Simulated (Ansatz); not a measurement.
**CH₄F₂SSi: a ladder of functionals and wavefunction methods**

Aim: compute CH₄F₂SSi with functionals from several rungs and with coupled cluster. The yardstick is the atomisation energy at the CCSD(T) limit.

Program: Ansatz 0.2.0, Gaussian basis. Level of theory: functionals in def2-TZVPP, the program's frozen cores in correlated methods. These are calculated values, not measurements.

Levels to be run: PBE-D4, r2SCAN-D4, PBE0-D4, B3LYP-D4, ωB97X-V, ωB97M-V, B2PLYP; CCSD(T)/def2-TZVPP; MP2/def2-QZVPP; extrapolation to the limit.

### Step 1. The geometry

The geometry comes from an earlier relaxation with PBE0-D4 in a triple-zeta def2 set; it is a stationary point, not always the lowest conformer.

SMILES `F[SiH2]C(F)S`, 9 atoms, charge 0, spin multiplicity 1.

Atoms are counted from 1 here; the program's logs count them from 0.

Bond lengths: F1–Si2 1.596 Å, Si2–C3 1.891 Å, Si2–H6 1.482 Å, Si2–H7 1.480 Å, C3–F4 1.395 Å, C3–S5 1.785 Å, C3–H8 1.095 Å, S5–H9 1.345 Å. Angles: F1–Si2–C3 108.6°, F1–Si2–H6 109.1°, F1–Si2–H7 108.2°, C3–Si2–H6 108.4°, C3–Si2–H7 110.6°, H6–Si2–H7 112.0°, Si2–C3–F4 107.5°, Si2–C3–S5 112.7°, Si2–C3–H8 111.7°, F4–C3–S5 112.5°, F4–C3–H8 107.5°, S5–C3–H8 104.8°, C3–S5–H9 97.3°.

### Step 2. PBE-D4 (GGA)

The input, in.yaml:

```yaml
crystal:
  periodic: [false, false, false]
  atoms:
    - {symbol: F, position_ang: [-0.518525, -0.707448, 1.975584]}
    - {symbol: Si, position_ang: [0.251971, 0.301465, 1.008554]}
    - {symbol: C, position_ang: [0.337674, -0.465646, -0.717572]}
    - {symbol: F, position_ang: [1.202341, 0.318273, -1.481292]}
    - {symbol: S, position_ang: [-1.269329, -0.645254, -1.473398]}
    - {symbol: H, position_ang: [-0.513958, 1.567147, 0.919482]}
    - {symbol: H, position_ang: [1.612907, 0.513782, 1.551225]}
    - {symbol: H, position_ang: [0.748970, -1.479987, -0.690122]}
    - {symbol: H, position_ang: [-1.763752, 0.551367, -1.109360]}
basis:
  gaussian: {orbitals: def2-TZVPP}
hamiltonian: {xc: pbe, dispersion: d4}
output: {forces: true, orbitals: {seedname: orbitals}}
```

Started as:

```console
> ansatz run in.yaml --threads 4 --pin off --events-out ev --progress --plain --max-ram 10444MiB
```

After this run come: r2SCAN-D4 (meta-GGA); PBE0-D4 (hybrid); B3LYP-D4 (hybrid); ωB97X-V (range-separated); ωB97M-V (range-separated); B2PLYP (double hybrid); CCSD(T) in def2-TZVPP; MP2 in def2-QZVPP.

Before running them: what should the planned runs give, taken together? Wanted: atomisation energy, CCSD(T)/CBS; farthest; mean size of error, hybrid; mean size of error, range-separated; gap, smallest and largest; T1 diagnostic; triples share of the correlation energy.

As calculated:

| quantity | value |
| --- | --- |
| atomisation energy, CCSD(T)/CBS | 747.4 kcal/mol |
| functionals within 3.7 kcal/mol (0.5 %) | r2SCAN-D4, ωB97X-V, ωB97M-V |
| farthest | B2PLYP (-12.6 kcal/mol) |
| mean size of error, hybrid | 5.7 kcal/mol |
| mean size of error, range-separated | 2.3 kcal/mol |
| gap, smallest and largest | 5.25 eV (PBE-D4), 11.87 eV (ωB97X-V) |
| T1 diagnostic | 0.0124 |
| triples share of the correlation energy | 3.4 % |

In words: PBE-D4 misses by +11.5 kcal/mol. Double hybrids carry the basis error of their MP2 part in triple zeta, and no dispersion term here, so their miss is partly the set-up's. Misses under about 3.7 kcal/mol are within the doubt on the reference itself, which lacks core-valence correlation, relativity and higher excitations. Hartree-Fock recovers 71 % of the binding; the rest is correlation. The gap grows from 5.3 to 11.9 eV across the functionals, mostly with the share of exact exchange.
